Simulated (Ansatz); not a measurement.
Write the native input for Ansatz 0.2.0 that does the following.

| Property | Result |
| --- | --- |
| Task | relaxation of cell and atoms |
| Functional | revPBE |
| Potentials or basis | Ansatz PAW |
| Cutoff | 420 eV (not typed: the program's choice for these potentials) |
| k mesh | 10 × 10 × 10 |
| Occupations | fermi-dirac, width 0.05 eV |
| Spin | collinear spin, ferromagnetic start |
| Starting moments | [1.0, 1.0, 0.0, 0.6, 0.0] μB |

The system is NiMoIrPdW.

```
CELL_PARAMETERS angstrom
-1.37004 1.37004 9.71647
1.37004 -1.37004 9.71647
1.37004 1.37004 -9.71647
ATOMIC_POSITIONS crystal
Ni 0.19862 0.19862 0.00000
Mo 0.60922 0.60922 0.00000
Pd 0.79310 0.79310 0.00000
Ir 0.39944 0.39944 0.00000
W 0.99565 0.99565 0.00000
```

The cell was built by a generator and needn't be a form met in nature.

These files were run (other wordings do the same):

input.yaml

```yaml
crystal:
  lattice:
    - [-1.37004, 1.37004, 9.71647]
    - [1.37004, -1.37004, 9.71647]
    - [1.37004, 1.37004, -9.71647]
  atoms:
    - { symbol: Ni, position: [0.19862, 0.19862, 0.0], spin: 1.0 }
    - { symbol: Mo, position: [0.60922, 0.60922, 0.0], spin: 1.0 }
    - { symbol: Pd, position: [0.7931, 0.7931, 0.0] }
    - { symbol: Ir, position: [0.39944, 0.39944, 0.0], spin: 0.6 }
    - { symbol: W, position: [0.99565, 0.99565, 0.0] }
hamiltonian:
  xc: revpbe
  pseudopotentials: { kind: paw }
magnetization:
  spin_polarized: true
kpoints:
  mp_grid: { grid: [10, 10, 10] }
scf:
  occupations: { method: fermi_dirac, width: 0.05 }
output:
  forces: true
  stress: true
  eigenvalues: true
  write_density: true
  write_potential: true
  elf: true
  volumetric_format: npy
relax:
  f_tol: 0.01
  max_steps: 40
  cell: { stress_tol: 0.05 }
```

Potentials or basis: Ansatz PAW.

Run with:

```console
$ ansatz run input.yaml --threads 8 --pin off --max-ram 20480MiB --backend cpu --events-out ev --progress --plain --runs-dir out
```

It gave:

The relaxed volume is 14.78 Å³/atom and the relaxed cell is a = 9.989 Å, b = 9.989 Å, c = 9.989 Å, α = 164.20°, β = 164.20°, γ = 22.42°. The space group after relaxing (to 0.05 Å) is I4mm (No. 107) and the energy gained by relaxing is 1.9 meV/atom. The ionic steps are 5 and the pressure after relaxing is 0.0 GPa. The band gap on the k mesh is none (metal or under the smearing width). The net moment is 0.00 μB per cell and the absolute moment is 0.00 μB per cell.

Caveat: the plane-wave basis is chosen anew once the cell has moved, so the energies of steps on either side of that aren't comparable; the PAW data sets come from PBE, with cores solved anew for the run's functional, which leaves a small shift of forces and pressure; the starting moments weren't kept.

Wall time 80 s on 8 threads of AMD EPYC 9B14 (Zen 4), on a shared host, peak memory 1 GiB.
